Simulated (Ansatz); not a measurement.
# CH₃Ga (triplet): the correlation ladder, cc-pVDZ

One table from this session's results is given with a row withheld; the runs are named, their logs left out.

Program: Ansatz 0.2.0, Gaussian basis. Level of theory: cc-pVDZ, core rule «outside noble gas», up to 15 orbitals frozen. These are calculated values, not measurements.

The runs, in order: UHF; CCSD(T) on ROHF; CCSD(T) on UHF; BCCD(T) on ROHF; CISD as a restricted active space (open shells left free, so some higher excitations enter); CCSDT(Q) on ROHF; CCSDT(Q) on UHF; CASSCF and NEVPT2, 10 electrons in 11 orbitals.

20 further runs of the same task are left out: 2 for a known fault of the program, 7 that didn't finish, 11 set aside as unsound or not needed. Runs told in other sessions of the task aren't counted.

## The geometry

The geometry is a PBE0/def2-TZVP stationary point (not a proven minimum). No spin-orbit coupling is included. The filled d shell of Ga may be among the frozen orbitals whatever the setting's name suggests.

5 atoms, charge 0, spin multiplicity 3.

Atoms are counted from 1 here; the program's logs count them from 0.

Bond lengths: C1–Ga2 1.914 Å, C1–H3 1.085 Å, Ga2–H4 1.568 Å, Ga2–H5 1.562 Å. Angles: Ga2–C1–H3 154.1°, C1–Ga2–H4 118.8°, C1–Ga2–H5 118.2°, H4–Ga2–H5 123.0°.

Set-up of the first run:

File in.yaml:

```yaml
crystal:
  periodic: [false, false, false]
  atoms:
    - {symbol: C, position_ang: [0.000000, -0.088918, 1.623428]}
    - {symbol: Ga, position_ang: [0.000000, 0.009148, -0.287682]}
    - {symbol: H, position_ang: [0.000000, 0.334283, 2.622499]}
    - {symbol: H, position_ang: [0.000000, 1.420032, -0.970828]}
    - {symbol: H, position_ang: [0.000000, -1.327540, -1.096565]}
basis:
  gaussian: {orbitals: cc-pVDZ}
magnetization: {spin_polarized: true, initial_magnetization: 2}
hamiltonian: {xc: hf}
output: {orbitals: {seedname: orbitals}}
```

Started as:

```console
$ ansatz run in.yaml --threads 1 --pin off --events-out ev --progress --plain --max-ram 2393MiB
```

Steps of the session up to this table: UHF; CCSD(T) on ROHF; CCSD(T) on UHF; BCCD(T) on ROHF; CISD as a restricted active space (open shells left free, so some higher excitations enter); CCSDT(Q) on ROHF; CCSDT(Q) on UHF; CASSCF and NEVPT2, 10 electrons in 11 orbitals.

One table of the session follows, with a row left open; its other results are not shown here.

| method | from UCCSDT(Q) (meV) |
| --- | --- |
| ROHF | +5374.1 |
| UHF | +5184.4 |
| RMP2 | +1093.1 |
| UMP2 | +1088.3 |
| RCCSD | +135.6 |
| UCCSD | +131.1 |
| RCCSD(T) | +31.5 |
| UCCSD(T) | +30.0 |
| BCCD(T) | +31.0 |
| RCCSDT | +7.1 |
| UCCSDT | +5.3 |
| RCCSDT(Q) | +1.9 |
| UCCSDT(Q) | 0 |
| CASSCF valence | +3204.2 |
| NEVPT2 valence | ? |

**Question.** Estimate the row for NEVPT2 valence.

As computed: from UCCSDT(Q) (meV): +832.5. In the column «from UCCSDT(Q) (meV)» it lies between RCCSD (+135.6) and UMP2 (+1088.3).

Not comparable, so not listed: CISD as a restricted active space (open shells left free, so some higher excitations enter) (they don't share determinant, frozen orbitals or solution with the rows shown, or repeat one).

Limits of these values: Restricted and unrestricted rows rest on different reference determinants; a gap between their highest levels can come from leftover correlation error, from unlike frozen cores or from another state.
